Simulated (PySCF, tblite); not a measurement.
# C₆H₁₁ClO₂Si: geometry, infrared bands and NMR shifts

Aim: predict the infrared bands and NMR shifts of C₆H₁₁ClO₂Si (`Cl[C@H]1CO[Si@H](C2CC2)OC1`).

The runs use tblite 0.8.0 and PySCF 2.14.0, with density-fitted response routines of our own; the level of theory stands in each step. All values are computed, except where a source is named. Atoms are numbered from 0 throughout.

**1. The starting structure**

21 atoms, charge 0, multiplicity 1; geometry from: force field or distance geometry start.

Bonds of the start (Å): Cl0–C1 1.77, C1–C2 1.55, C2–O3 1.42, O3–Si4 1.65, Si4–C5 1.86, C5–C6 1.51, C6–C7 1.50, Si4–O8 1.66, O8–C9 1.44, C9–C1 1.52, C7–C5 1.51, C1–H10 1.10, C2–H11 1.10, C2–H12 1.10, Si4–H13 1.49, C5–H14 1.09, C6–H15 1.08, C6–H16 1.09, C7–H17 1.08, C7–H18 1.09, C9–H19 1.09, C9–H20 1.10.

**2. Optimising the geometry with GFN2-xTB**

The job: settings as JSON, then the geometry in Å.

```
{"job": {"kind": "relax", "xc": "GFN2-xTB", "basis": "xTB"}, "charge": 0, "multiplicity": 1}
Cl    -4.131500     0.749600     0.614700
C     -2.369000     0.627300     0.512400
C     -1.932600    -0.848800     0.364200
O     -0.523700    -1.004200     0.296000
Si     0.306100    -0.101300    -0.811800
C      2.141800    -0.036700    -0.489100
C      2.638900     0.049900     0.931700
C      2.838500    -1.214000     0.150200
O     -0.397000     1.405000    -0.759300
C     -1.831100     1.455300    -0.646500
H     -1.949500     1.011500     1.456100
H     -2.298300    -1.429400     1.223000
H     -2.399100    -1.297300    -0.522100
H      0.043100    -0.675700    -2.157000
H      2.692200     0.530400    -1.233400
H      3.509000     0.660000     1.147100
H      1.931800     0.025000     1.761300
H      3.836100    -1.465000    -0.184300
H      2.254100    -2.085100     0.449400
H     -2.267600     1.144500    -1.599000
H     -2.101100     2.515900    -0.504100
```

The run is started by

```
$ OMP_NUM_THREADS=1 python probes_run.py task.json out
```

One launch serves the whole session: the jobs run in the order shown.

**Question.** This job is followed by: GFN2-xTB harmonic vibrations, gas phase; GIAO PBE0/pcSseg-1 NMR shielding, non-relativistic, gas phase. Predict these results of the whole session: strongest single infrared mode (GFN2-xTB); zero-point energy (GFN2-xTB); 13C shifts against TMS (PBE0/pcSseg-1, means over atoms taken as alike); 1H shifts against TMS (PBE0/pcSseg-1, means over atoms taken as alike); 35Cl shifts against HCl (PBE0/pcSseg-1); 17O shifts against H2O (PBE0/pcSseg-1, means over atoms taken as alike); 29Si shifts against TMS (PBE0/pcSseg-1).

As calculated:

| quantity | value |
| --- | --- |
| strongest single infrared mode (GFN2-xTB) | 1142 cm⁻¹, 320 km/mol |
| zero-point energy (GFN2-xTB) | 102.0 kcal/mol |
| 13C shifts against TMS (PBE0/pcSseg-1, means over atoms taken as alike) | 72.3, 57.8, -0.5, -2.6 ppm |
| 1H shifts against TMS (PBE0/pcSseg-1, means over atoms taken as alike) | 4.47, 4.29, 3.93, 3.93, 0.50, 0.06, -0.29 ppm |
| 35Cl shifts against HCl (PBE0/pcSseg-1) | 96 ppm |
| 17O shifts against H2O (PBE0/pcSseg-1, means over atoms taken as alike) | 58.5 ppm |
| 29Si shifts against TMS (PBE0/pcSseg-1) | -14.7 ppm |

What this shows: Relaxing lowered the energy by 0.219 eV in 221 steps; the close pair that moved most is O8–C9, from 1.439 to 1.395 Å. No mode is imaginary among the 57: a minimum at this level. The strongest single mode, at 1142 cm⁻¹, has its largest shares on O3, O8, C2 and C9 (the list is cut at 4 atoms). Unscaled tight-binding wavenumbers are off by several per cent, some by more. Its intensities can rank the bands wrongly. At PBE0/pcSseg-1: Shielding is most anisotropic at Cl0 (span 386 ppm, paramagnetic term -291 ppm).
